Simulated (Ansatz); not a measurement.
# CH₅F₂NZr: small, medium and large basis sets

How large a basis does CH₅F₂NZr need? Two functionals are run in growing sets.

The runs use Ansatz 0.2.0, Gaussian basis; one geometry, several basis sets.

Plan: PBE0-D4/def2-SVP; ωB97M-V/def2-SVP; PBE0-D4/def2-QZVPP; ωB97M-V/def2-QZVPP; the functionals' def2-TZVPP values are taken from earlier runs.

**1. The geometry**

The geometry comes from an earlier relaxation with PBE0-D4 in a triple-zeta def2 set; it is a stationary point, not always the lowest conformer. Zr takes the def2 core potential; no spin-orbit term is included.

SMILES `[CH3][Zr]([NH2])([F])[F]`, 10 atoms, charge 0, spin multiplicity 1.

Atoms are counted from 1 here; the program's logs count them from 0.

Bond lengths: C1–Zr2 2.220 Å, C1–H6 1.097 Å, C1–H7 1.095 Å, C1–H8 1.095 Å, Zr2–N3 2.018 Å, Zr2–F4 1.909 Å, Zr2–F5 1.909 Å, N3–H9 1.012 Å, N3–H10 1.012 Å. Angles: Zr2–C1–H6 110.3°, Zr2–C1–H7 111.7°, Zr2–C1–H8 111.7°, H6–C1–H7 107.7°, H6–C1–H8 107.8°, H7–C1–H8 107.5°, C1–Zr2–N3 105.0°, C1–Zr2–F4 105.8°, C1–Zr2–F5 105.8°, N3–Zr2–F4 110.8°, N3–Zr2–F5 110.8°, F4–Zr2–F5 117.7°, Zr2–N3–H9 125.7°, Zr2–N3–H10 125.7°, H9–N3–H10 108.5°.

As a file:

```
C    -1.53259   -0.40622    0.20363
Zr    0.28491    0.57312   -0.61125
N     1.81109   -0.15469    0.49080
F     0.41983   -0.01049   -2.42390
F     0.05305    2.44169   -0.29628
H    -2.42320   -0.06522   -0.33863
H    -1.48149   -1.49621    0.10966
H    -1.67722   -0.17271    1.26380
H     2.17986    0.26109    1.33617
H     2.36575   -0.97036    0.26600
```

**2. PBE0-D4 in def2-SVP**

The input, in.yaml:

```yaml
crystal:
  periodic: [false, false, false]
  atoms:
    - {symbol: C, position_ang: [-1.532590, -0.406221, 0.203630]}
    - {symbol: Zr, position_ang: [0.284911, 0.573115, -0.611251]}
    - {symbol: N, position_ang: [1.811090, -0.154690, 0.490801]}
    - {symbol: F, position_ang: [0.419834, -0.010492, -2.423896]}
    - {symbol: F, position_ang: [0.053047, 2.441691, -0.296284]}
    - {symbol: H, position_ang: [-2.423199, -0.065216, -0.338629]}
    - {symbol: H, position_ang: [-1.481491, -1.496211, 0.109662]}
    - {symbol: H, position_ang: [-1.677222, -0.172710, 1.263798]}
    - {symbol: H, position_ang: [2.179859, 0.261094, 1.336168]}
    - {symbol: H, position_ang: [2.365751, -0.970359, 0.266004]}
basis:
  gaussian: {orbitals: def2-SVP}
hamiltonian: {xc: pbe0, dispersion: d4}
output: {orbitals: {seedname: orbitals}}
```

The run is started by

```
$ ansatz run in.yaml --threads 4 --pin off --events-out ev --progress --plain --max-ram 10444MiB
```

After this run come: ωB97M-V in def2-SVP; PBE0-D4 in def2-QZVPP; ωB97M-V in def2-QZVPP.

**Question.** What will the summary of the whole plan be? Wanted: PBE0-D4: double and triple zeta above quadruple; ωB97M-V: double and triple zeta above quadruple.

**Answer**, as computed:

```
                                       quantity           value
PBE0-D4: double and triple zeta above quadruple  10.63, 0.54 eV
ωB97M-V: double and triple zeta above quadruple  10.90, 0.51 eV
```

What this shows: PBE0-D4 gains 10.09 eV from double to triple zeta, then 0.54 eV more. Total energies overstate the basis error of differences, where much of it tends to cancel.
